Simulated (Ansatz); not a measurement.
# AlSi8NO16: the cost of one run

All numbers below are computed with Ansatz 0.2.0 (DFT PBE, scalar-relativistic, plane waves, PAW).

### Step 1. The starting structure

The cell holds 26 atoms (AlNO16Si8): a = 7.638 Å, b = 7.315 Å, c = 6.863 Å, α = 90.60°, β = 91.32°, γ = 92.31°.

It is the last frame of an earlier stage of the same melt, run at 1600 K.

The coordinates stand in the first input below.

### Step 2. Dynamics at 300 K

One k point, a Fermi-Dirac width of 0.050 eV and a fixed cell.

File input.yaml:

```yaml
crystal:
  lattice:
    - [7.636161, -0.15111, -0.083526]
    - [-0.15111, 7.313301, -0.03818]
    - [-0.083526, -0.03818, 6.862245]
  atoms:
    - { symbol: Al, position: [0.4606003392, 0.7180054792, 0.6974762313] }
    - { symbol: "N", position: [0.5304889372, 0.4292119509, 0.6936332408] }
    - { symbol: Si, position: [0.6233730753, 0.639475159, 0.2944501571] }
    - { symbol: Si, position: [0.7435640571, 0.3705019452, 0.5509873892] }
    - { symbol: Si, position: [0.0164857801, 0.6488415191, 0.6597366406] }
    - { symbol: Si, position: [0.2277919452, 0.6619188779, 0.2933092117] }
    - { symbol: Si, position: [0.3788760195, 0.9673673358, 0.071399036] }
    - { symbol: Si, position: [0.0872012451, 0.9881735333, 0.8586751138] }
    - { symbol: Si, position: [0.9492112191, 0.0148335364, 0.4894654681] }
    - { symbol: Si, position: [0.783725307, 0.9802105135, 0.1577852434] }
    - { symbol: O, position: [0.4283395986, 0.5849458647, 0.2049364192] }
    - { symbol: O, position: [0.3158955964, 0.8923415838, 0.2883750563] }
    - { symbol: O, position: [0.2149287888, 0.6414435725, 0.5310575712] }
    - { symbol: O, position: [0.5822300842, 0.0294887954, 0.126249464] }
    - { symbol: O, position: [0.115291592, 0.0495782059, 0.6317473556] }
    - { symbol: O, position: [0.3916526532, 0.8445528607, 0.8847245196] }
    - { symbol: O, position: [0.7643841896, 0.4546343069, 0.3283415555] }
    - { symbol: O, position: [0.7350585866, 0.7592189363, 0.1396565586] }
    - { symbol: O, position: [0.9328978728, 0.4405816853, 0.6931574321] }
    - { symbol: O, position: [0.3963830375, 0.3036795579, 0.6969877677] }
    - { symbol: O, position: [0.8893373456, 0.0615998959, 0.9734970301] }
    - { symbol: O, position: [0.0883386398, 0.762216846, 0.8516624416] }
    - { symbol: O, position: [0.222327632, 0.1189283151, 0.0185822988] }
    - { symbol: O, position: [0.593027099, 0.7390970712, 0.5059287348] }
    - { symbol: O, position: [0.777302522, 0.1402658331, 0.5560233557] }
    - { symbol: O, position: [0.9003101083, 0.8136999363, 0.5499063158] }
  symmetry: { detect: false }
basis:
  ecutwfc: 420
  xc_grid: 1
kpoints:
  mp_grid: { grid: [1, 1, 1], shift: [0.25, 0.25, 0.25] }
hamiltonian:
  xc: pbe
scf:
  occupations: { method: fermi_dirac, width: 0.05 }
  lower_state_search: "off"
  convergence: { dr2_threshold: 1.0e-05 }
output:
  forces: true
  stress: true
md:
  timestep: 2.0
  n_steps: 149
  ensemble: nvt_langevin
  friction: 0.03
  temperature: 300.0
  initial_velocities: maxwell_boltzmann
  seed: 75547
```

Run with:

```
$ ansatz run input.yaml --threads 2 --pin off --max-ram 5120MiB --backend cpu --events-out ev --progress --plain --runs-dir out
```

Q: Estimate wall time and peak memory on 2 threads of Arm Neoverse V2, shared host.

About 4.2 min, with a peak of 0.69 GiB.
